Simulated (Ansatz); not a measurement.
# C₂H₅BO₃: a ladder of functionals and wavefunction methods

One table from this session's results is given with a row withheld; the runs are named, their logs left out.

Method: functionals in def2-TZVPP, the program's frozen cores in correlated methods; program: Ansatz 0.2.0, Gaussian basis.

The runs, in order: PBE-D4, r2SCAN-D4, PBE0-D4, B3LYP-D4, ωB97X-V, ωB97M-V, B2PLYP; CCSD(T)/def2-TZVPP; MP2/def2-QZVPP; extrapolation to the limit.

## The geometry

All runs share one geometry, relaxed beforehand with PBE0-D4 in a triple-zeta def2 set.

11 atoms, charge 0, spin multiplicity 1.

Atoms are counted from 1 here; the program's logs count them from 0.

Bond lengths: C1–C2 1.331 Å, C1–H7 1.087 Å, C1–H8 1.081 Å, C2–O3 1.371 Å, C2–B4 1.571 Å, O3–H9 0.962 Å, B4–O5 1.361 Å, B4–O6 1.358 Å, O5–H10 0.962 Å, O6–H11 0.961 Å. Angles: C2–C1–H7 122.8°, C2–C1–H8 119.3°, H7–C1–H8 117.9°, C1–C2–O3 123.9°, C1–C2–B4 124.4°, O3–C2–B4 111.6°, C2–O3–H9 109.9°, C2–B4–O5 120.1°, C2–B4–O6 119.6°, O5–B4–O6 120.2°, B4–O5–H10 111.1°, B4–O6–H11 112.0°.

Geometry (Å):

```xyz
11

C    -0.52045   -1.14732    1.08107
C     0.18155   -0.17552    0.50296
O     1.28512    0.41007    1.06645
B    -0.14752    0.44257   -0.90345
O     0.63062    1.43639   -1.41234
O    -1.21217   -0.02053   -1.60748
H    -0.26866   -1.55555    2.05634
H    -1.37995   -1.55611    0.56833
H     1.46388    0.01407    1.92528
H     1.34446    1.66190   -0.80760
H    -1.31158    0.43304   -2.44889
```

The first run:

File in.yaml:

```yaml
crystal:
  periodic: [false, false, false]
  atoms:
    - {symbol: C, position_ang: [-0.520452, -1.147325, 1.081071]}
    - {symbol: C, position_ang: [0.181546, -0.175521, 0.502964]}
    - {symbol: O, position_ang: [1.285121, 0.410068, 1.066455]}
    - {symbol: B, position_ang: [-0.147525, 0.442571, -0.903448]}
    - {symbol: O, position_ang: [0.630622, 1.436385, -1.412336]}
    - {symbol: O, position_ang: [-1.212169, -0.020531, -1.607476]}
    - {symbol: H, position_ang: [-0.268658, -1.555547, 2.056342]}
    - {symbol: H, position_ang: [-1.379951, -1.556109, 0.568330]}
    - {symbol: H, position_ang: [1.463884, 0.014067, 1.925283]}
    - {symbol: H, position_ang: [1.344462, 1.661898, -0.807599]}
    - {symbol: H, position_ang: [-1.311583, 0.433043, -2.448886]}
basis:
  gaussian: {orbitals: def2-TZVPP}
hamiltonian: {xc: pbe, dispersion: d4}
output: {forces: true, orbitals: {seedname: orbitals}}
```

On the command line:

```console
$ ansatz run in.yaml --threads 4 --pin off --events-out ev --progress --plain --max-ram 10444MiB
```

Among the steps run: PBE-D4 (GGA); r2SCAN-D4 (meta-GGA); PBE0-D4 (hybrid); B3LYP-D4 (hybrid); ωB97X-V (range-separated); ωB97M-V (range-separated); B2PLYP (double hybrid); CCSD(T) in def2-TZVPP; MP2 in def2-QZVPP.

One of the session's tables, all rows but one given; the rest of the session is left out.

It belongs to the step «Atomisation energies». 

| method | atoms, summed (eV) | atomisation energy (kJ/mol) |
| --- | --- | --- |
| PBE-D4 | -8917.964 | 4940.8 |
| r2SCAN-D4 | -8924.738 | 4820.9 |
| PBE0-D4 | -8919.620 | 4806.3 |
| B3LYP-D4 | -8930.300 | 4787.2 |
| ωB97X-V | ? | ? |
| ωB97M-V | -8926.545 | 4811.9 |
| B2PLYP | -8923.656 | 4751.3 |
| HF/def2-TZVPP | -8894.401 | 3420.7 |
| MP2/def2-TZVPP | -8910.748 | 4808.9 |
| CCSD/def2-TZVPP | -8913.779 | 4576.6 |
| CCSD(T)/def2-TZVPP | -8914.158 | 4661.7 |
| MP2/CBS | -8913.956 | 4937.8 |
| CCSD(T)/CBS | -8917.366 | 4790.6 |

Q: Estimate the row for ωB97X-V from the others.

As computed: atoms, summed (eV): -8926.824; atomisation energy (kJ/mol): 4784.8. In the column «atoms, summed (eV)» it lies between B3LYP-D4 (-8930.300) and ωB97M-V (-8926.545).
